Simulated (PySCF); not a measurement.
# GeH⁻ (triplet) at other levels of theory

Aim: see what other levels and later steps give for GeH⁻ (triplet).

Method: each script names its method and basis; program: PySCF 2.14.0.

### Step 1. The starting structure

GeH⁻ (triplet): 2 atoms, charge -1, spin multiplicity 3.

Bond lengths: Ge1–H2 1.580 Å.

### Step 2. The base run

The input, input.py:

```python
from pyscf import gto, scf, cc

mol = gto.M(
    atom='Ge 0 0 0; H 0 0 1.58',
    basis='jorge-dzp-dkh',
    charge=-1,
    spin=2,
    verbose=4,
)
mf = scf.ROHF(mol)
mf = mf.sfx2c1e()
mf.kernel()
mycc = cc.CCSD(mf, frozen=9)
mycc.kernel()
e = mycc.eaccsd(nroots=3)[0]
print('roots (eV) =', (e*27.211386).round(3))
mf.dip_moment()
print('orbital energies (hartree):', mf.mo_energy[..., max(0, mol.nelec[1]-3):mol.nelec[0]+3].round(4))
```

The run is started by

```console
OMP_NUM_THREADS=1 python input.py
```

### Step 3. MP2 (UHF)

Variant 1 changes step after the SCF: eomea → mp2; SCF type: ROHF → UHF.

The input, input.py:

```python
from pyscf import gto, scf, mp

mol = gto.M(
    atom='Ge 0 0 0; H 0 0 1.58',
    basis='jorge-dzp-dkh',
    charge=-1,
    spin=2,
    verbose=4,
)
mf = scf.UHF(mol)
mf = mf.sfx2c1e()
mf.kernel()
mp.MP2(mf, frozen=9).kernel()
mf.dip_moment()
print('orbital energies (hartree):', [e[max(0, n-3):n+3].round(4) for e, n in zip(mf.mo_energy, mol.nelec)])
```

### Step 4. Population analysis

Variant 2 changes step after the SCF: eomea → analyze.

The input, input.py:

```python
from pyscf import gto, scf

mol = gto.M(
    atom='Ge 0 0 0; H 0 0 1.58',
    basis='jorge-dzp-dkh',
    charge=-1,
    spin=2,
    verbose=4,
)
mf = scf.ROHF(mol)
mf = mf.sfx2c1e()
mf.kernel()
mf.analyze()
print('orbital energies (hartree):', mf.mo_energy[..., max(0, mol.nelec[1]-3):mol.nelec[0]+3].round(4))
```

### Step 5. Pbe (ROKS)

Variant 3 changes functional: none (Hartree–Fock) → pbe; SCF type: ROHF → ROKS; step after the SCF: eomea → analyze.

The input, input.py:

```python
from pyscf import gto, dft

mol = gto.M(
    atom='Ge 0 0 0; H 0 0 1.58',
    basis='jorge-dzp-dkh',
    charge=-1,
    spin=2,
    verbose=4,
)
mf = dft.ROKS(mol, xc='pbe')
mf = mf.sfx2c1e()
mf.kernel()
mf.analyze()
print('orbital energies (hartree):', mf.mo_energy[..., max(0, mol.nelec[1]-3):mol.nelec[0]+3].round(4))
```

### Step 6. Geometry optimisation

Variant 4 changes step after the SCF: eomea → optimize.

The input, input.py:

```python
from pyscf import gto, scf
from pyscf.geomopt.geometric_solver import optimize

mol = gto.M(
    atom='Ge 0 0 0; H 0 0 1.58',
    basis='jorge-dzp-dkh',
    charge=-1,
    spin=2,
    verbose=4,
)
mf = scf.ROHF(mol)
mf = mf.sfx2c1e()
mf.kernel()
mol_eq = optimize(mf, maxsteps=30)
print('optimised geometry (angstrom)')
print(mol_eq.tostring('raw'))
print('orbital energies (hartree):', mf.mo_energy[..., max(0, mol.nelec[1]-3):mol.nelec[0]+3].round(4))
```

### Step 7. Number of roots 10

Variant 5 changes number of roots: 3 → 10.

input.py: that of step 2 with these lines changed.

```diff
@@ -14,3 +14,3 @@
 mycc.kernel()
-e = mycc.eaccsd(nroots=3)[0]
+e = mycc.eaccsd(nroots=10)[0]
 print('roots (eV) =', (e*27.211386).round(3))
```

**Question.** What will these runs give? Wanted: for each run, E(SCF); from base; gap, α spin; after the SCF.

**Answer**, as computed:

| run | E(SCF) (hartree) | from base (eV) | cycles | gap, α spin (eV) | after the SCF |
| --- | --- | --- | --- | --- | --- |
| base | -2097.520343 | 0 | 8 | n/a | CCSD correlation -8.822 eV, core frozen, first root 8.27 eV |
| MP2 (UHF) | -2097.523546 | -0.0871 | 11 | 11.39 | MP2 correlation -8.857 eV, core frozen |
| population analysis | -2097.520343 | 0.0000 | 8 | n/a | n/a |
| pbe (ROKS) | -2098.946452 | not comparable | 9 | n/a | n/a |
| geometry optimisation | -2097.520343 | 0.0000 | 8 | n/a | bond 1.631 Å, -0.016 eV |
| number of roots 10 | -2097.520343 | 0.0000 | 8 | n/a | CCSD correlation -8.822 eV, core frozen, first root 8.27 eV |

SCF columns refer to the geometry typed in the script.

Total energies of different functionals can't be compared with each other; differences within one functional can.
